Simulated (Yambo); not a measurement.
This Yambo 5.3.0 run on Pb needs a look.

g0w05.in

```
gw0
dyson
el_el_corr
rim_cut
HF_and_locXC
ppa
em1d
RandQpts= 1000000
RandGvec= 50 RL
EXXRLvcs= 63 Ry
VXCRLvcs= 63 Ry
Chimod= "HARTREE"
% BndsRnXp
 1 | 31 |
%
NGsBlkXp= 2 Ry
% LongDrXp
 1 | 1 | 1 |
%
PPAPntXp= 0.05 eV
% GbndRnge
 1 | 31 |
%
GTermKind= "none"
DysSolver= "n"
ExtendOut
% QPkrange
 1 | 1 | 10 | 13 |
%
```

The input scf.in:

```
&CONTROL
  calculation = 'scf'
  prefix = 'pwscf'
  outdir = './tmp'
  pseudo_dir = './pseudo'
/
&SYSTEM
  ibrav = 0
  nat = 1
  ntyp = 1
  ecutwfc = 63
  nbnd = 18
  occupations = 'smearing'
  smearing = 'fd'
  degauss = 0.00367493
  force_symmorphic = .true.
/
&ELECTRONS
  conv_thr = 2d-10
  electron_maxstep = 120
  mixing_beta = 0.5
/
ATOMIC_SPECIES
Pb   207.2000 Pb.upf
CELL_PARAMETERS angstrom
   0.0000000000    2.4750200000    2.4750200000
   2.4750200000    0.0000000000    2.4750200000
   2.4750200000    2.4750200000    0.0000000000
ATOMIC_POSITIONS angstrom
Pb     0.0000000000    0.0000000000    0.0000000000
K_POINTS automatic
10 10 10 0 0 0
```

Contents of nscf.in:

```
&CONTROL
  calculation = 'nscf'
  prefix = 'pwscf'
  outdir = './tmp'
  pseudo_dir = './pseudo'
/
&SYSTEM
  ibrav = 0
  nat = 1
  ntyp = 1
  ecutwfc = 63
  nbnd = 211
  occupations = 'smearing'
  smearing = 'fd'
  degauss = 0.00367493
  force_symmorphic = .true.
/
&ELECTRONS
  conv_thr = 1d-08
  diago_full_acc = .true.
  diago_thr_init = 1d-06
/
ATOMIC_SPECIES
Pb   207.2000 Pb.upf
CELL_PARAMETERS angstrom
   0.0000000000    2.4750200000    2.4750200000
   2.4750200000    0.0000000000    2.4750200000
   2.4750200000    2.4750200000    0.0000000000
ATOMIC_POSITIONS angstrom
Pb     0.0000000000    0.0000000000    0.0000000000
K_POINTS automatic
6 6 6 0 0 0
```

Potentials or basis: PseudoDojo 0.4 SR PBE stringent.

Command:

```sh
$ OMP_NUM_THREADS=1 pw.x -in scf.in > scf.out
$ OMP_NUM_THREADS=1 pw.x -in nscf.in > nscf.out
$ cd tmp/pwscf.save; p2y; mv SAVE ../..; cd ../..
$ OMP_NUM_THREADS=1 yambo
$ mkdir -p g0w05; ln -s $PWD/g0w00/ndb.RIM g0w05/
$ OMP_NUM_THREADS=1 yambo -F g0w05.in -J g0w05 -C g0w05_out
```

Yambo's report:

```text
[... sections 02.01 to 02.04 as in the set-up run ...]

  [02.05] Energies & Occupations
  ==============================

  [X] === General ===
  [X] Electronic Temperature                        :  0.258606E-1   300.100    [eV K]
  [X] Bosonic    Temperature                        :  0.258606E-1   300.100    [eV K]
  [X] Finite Temperature mode                       : yes
  [X] El. density                                   :  0.72553E+24 [cm-3]
  [X] Fermi Level                                   :  13.63175 [eV]

[... 5 lines left out ...]
  [X] Empty Bands                                   :   13  211

[... 1 line left out ...]
[... 250 lines left out ...]
   wavefunctions                                    : Perdew, Burke & Ernzerhof(X)+Perdew, Burke & Ernzerhof(C)
   PPA    diel. fun.  energies                      : Perdew, Burke & Ernzerhof(X)+Perdew, Burke & Ernzerhof(C)
   wavefunctions                                    : Perdew, Burke & Ernzerhof(X)+Perdew, Burke & Ernzerhof(C)
   QP tot states                                    :   4
   GW solver                                        : Newton
   GW approximation                                 : PPA
   PPA imaginary Energy                             :  0.050000 ev
   RIM G`s                                          :   51
   RIM random pts                                   :  1000000
   dS/dw steps                                      :  2
   dS/dw step                                       :  0.100000 ev
   X G`s                                            :  27 used
   X G`s                                            :  27 disk
   X bands                                          :   1  31
   X poles                                          :  100.0000 o/o
   X e/h E range                                    : -1.000000 -1.000000 ev
   X Hxc Kernel                                     : HARTREE
   X BZ energy Double Grid                          : no
   X Optical Averaged directions                    : none
   Sc/G bands                                       :   1  31
   Sc/G damping                                     :  0.100000 ev
   Sc bands terminator                              : no
   Sx RL components                                 :  1807

   QP @ state[ 1 ] K range                          :  1  1
   QP @ state[ 1 ] b range                          :  10  13
   GF energies kind                                 : Perdew, Burke & Ernzerhof(X)+Perdew, Burke & Ernzerhof(C)
   GF WF`s kind                                     : Perdew, Burke & Ernzerhof(X)+Perdew, Burke & Ernzerhof(C)
   Xs energies kind                                 : Perdew, Burke & Ernzerhof(X)+Perdew, Burke & Ernzerhof(C)
   Xs WF`s kind                                     : Perdew, Burke & Ernzerhof(X)+Perdew, Burke & Ernzerhof(C)
```

How did it end, and where is the flaw?

The calculation finished and met its thresholds. The input holds a flaw that was put in on purpose: plasmon-pole frequency far too small. The program doesn't stop on it, so the numbers can't be trusted though the run ends normally.
